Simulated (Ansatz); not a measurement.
# GaNH4 (singlet): PBE, r2SCAN, PBE0, B3LYP, wB97M-V, B2PLYP, RPA-PBE over vertical spin and charge gaps, cc-pVDZ

How well do these functionals follow the top wave-function level for GaNH4 (singlet) over vertical spin and charge gaps?

Method: cc-pVDZ, all electrons in the functionals, frozen cores in the correlation of double hybrids and RPA; program: Ansatz 0.2.0, Gaussian basis.

Plan: PBE, r2SCAN, PBE0, B3LYP, wB97M-V, B2PLYP, RPA-PBE, at charge 0, singlet; charge 0, triplet; charge 1, doublet.

10 further runs of the same task are left out: 7 for a known fault of the program, 3 set aside as unsound or not needed.

## (1) The geometry

The geometry is a PBE0/def2-TZVP stationary point (not a proven minimum). No spin-orbit coupling is included. The filled d shell of Ga may be among the frozen orbitals whatever the setting's name suggests; the logs give the count.

6 atoms, charge 0, spin multiplicity 1.

Atoms are counted from 1 here; the program's logs count them from 0.

Bond lengths: N1–Ga2 1.814 Å, N1–H3 1.006 Å, N1–H4 1.006 Å, Ga2–H5 1.561 Å, Ga2–H6 1.561 Å. Angles: Ga2–N1–H3 124.0°, Ga2–N1–H4 124.0°, H3–N1–H4 111.9°, N1–Ga2–H5 116.8°, N1–Ga2–H6 116.8°, H5–Ga2–H6 126.5°.

No dispersion term is added; wB97M-V holds VV10 nonlocal correlation. B3LYP takes the VWN-RPA correlation.

The geometry shown and the zero of energy belong to the point charge 0, singlet. The yardstick, UCCSDT(Q), and other wave-function levels (R restricted, U unrestricted, valence and pair active spaces) come from earlier runs.

## (2) PBE, charge 0, singlet

in.yaml

```yaml
crystal:
  periodic: [false, false, false]
  atoms:
    - {symbol: N, position_ang: [0.000000, 0.000000, 1.485666]}
    - {symbol: Ga, position_ang: [0.000000, 0.000000, -0.327885]}
    - {symbol: H, position_ang: [0.000000, 0.833308, 2.048783]}
    - {symbol: H, position_ang: [0.000000, -0.833308, 2.048783]}
    - {symbol: H, position_ang: [0.000000, 1.394263, -1.030956]}
    - {symbol: H, position_ang: [0.000000, -1.394263, -1.030956]}
basis:
  gaussian: {orbitals: cc-pVDZ}
hamiltonian: {xc: {name: PBE}}
output: {orbitals: {seedname: orbitals}}
```

Run with:

```sh
> ansatz run in.yaml --threads 1 --pin off --events-out ev --progress --plain --max-ram 4096MiB --backend cpu
```

After this run come: PBE, charge 0, triplet; PBE, charge 1, doublet; r2SCAN, charge 0, singlet; r2SCAN, charge 0, triplet; r2SCAN, charge 1, doublet; PBE0, charge 0, singlet; PBE0, charge 0, triplet; PBE0, charge 1, doublet; B3LYP, charge 0, singlet; B3LYP, charge 0, triplet; B3LYP, charge 1, doublet; wB97M-V, charge 0, singlet; wB97M-V, charge 0, triplet; wB97M-V, charge 1, doublet; B2PLYP, charge 0, singlet; B2PLYP, charge 0, triplet; B2PLYP, charge 1, doublet; RPA-PBE, charge 0, singlet; RPA-PBE, charge 0, triplet; RPA-PBE, charge 1, doublet.

Q: Predict the results of all the runs planned. Wanted: singlet to triplet, UCCSDT(Q); ionisation to the doublet cation, UCCSDT(Q); largest miss, PBE; largest miss, r2SCAN; largest miss, PBE0; largest miss, B3LYP; largest miss, wB97M-V; largest miss, B2PLYP; largest miss, RPA-PBE.

As calculated:

| quantity | value |
| --- | --- |
| singlet to triplet, UCCSDT(Q) | 474.1 kJ/mol |
| ionisation to the doublet cation, UCCSDT(Q) | 909.2 kJ/mol |
| largest miss, PBE | +24.6 kJ/mol (ionisation to the doublet cation) |
| largest miss, r2SCAN | -21.5 kJ/mol (singlet to triplet) |
| largest miss, PBE0 | +19.1 kJ/mol (ionisation to the doublet cation) |
| largest miss, B3LYP | +29.1 kJ/mol (ionisation to the doublet cation) |
| largest miss, wB97M-V | +25.5 kJ/mol (ionisation to the doublet cation) |
| largest miss, B2PLYP | +15.4 kJ/mol (ionisation to the doublet cation) |
| largest miss, RPA-PBE | -36.3 kJ/mol (singlet to triplet) |
| largest miss, RCCSD(T) | -0.9 kJ/mol (ionisation to the doublet cation) |
| largest miss, UCCSD(T) | -1.0 kJ/mol (ionisation to the doublet cation) |

In words: Of the functionals, B2PLYP keep the smallest largest miss at the points compared (at most 15.4 kJ/mol) and RPA-PBE strays most (36.3 kJ/mol, at singlet to triplet). Functionals and the yardstick converge differently with the basis, so part of each miss in cc-pVDZ is the basis.
